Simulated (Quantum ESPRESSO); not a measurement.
BiTe: equation of state with LDA

The system is BiTe.

```
CELL_PARAMETERS angstrom
0.00000 3.23500 3.23500
3.23500 0.00000 3.23500
3.23500 3.23500 0.00000
ATOMIC_POSITIONS crystal
Bi 0.00000 0.00000 0.00000
Te 0.50000 0.50000 0.50000
```

| Property | Result |
| --- | --- |
| Program | Quantum ESPRESSO 7.5 |
| Task | equation of state |
| Functional | LDA |
| Potentials or basis | PseudoDojo 0.4.1 SR LDA standard |
| Cutoff | 1088 eV |
| Density cutoff | 4354 eV |
| k mesh | 7 × 7 × 7 |
| Occupations | fermi-dirac, width 0.05 eV |
| Spin | no spin polarisation |
| Form of the LDA correlation | PW92 |
| Mixing beta | 0.5 |
| Most SCF iterations | 120 |
| SCF threshold | 4e-10 Ry |

```yaml
Equilibrium_volume: 32.13 Å³/atom
Bulk_modulus: 56 GPa
Pressure_derivative_of_the_bulk_modulus: 4.5
```

Energy against volume, from the lowest point:
| volume (Å³/atom) | energy (meV/atom) |
| --- | --- |
| 31.824 | 0.00 |
| 32.501 | 0.21 |
| 33.178 | 5.14 |
| 33.855 | 14.27 |
| 34.532 | 27.15 |
| 35.209 | 43.37 |
| 35.886 | 62.56 |

All runs of the series together: 2.2 min on 2 threads of Arm Neoverse V2, with other jobs on the host.

 LDA usually gives volumes a few per cent too small.
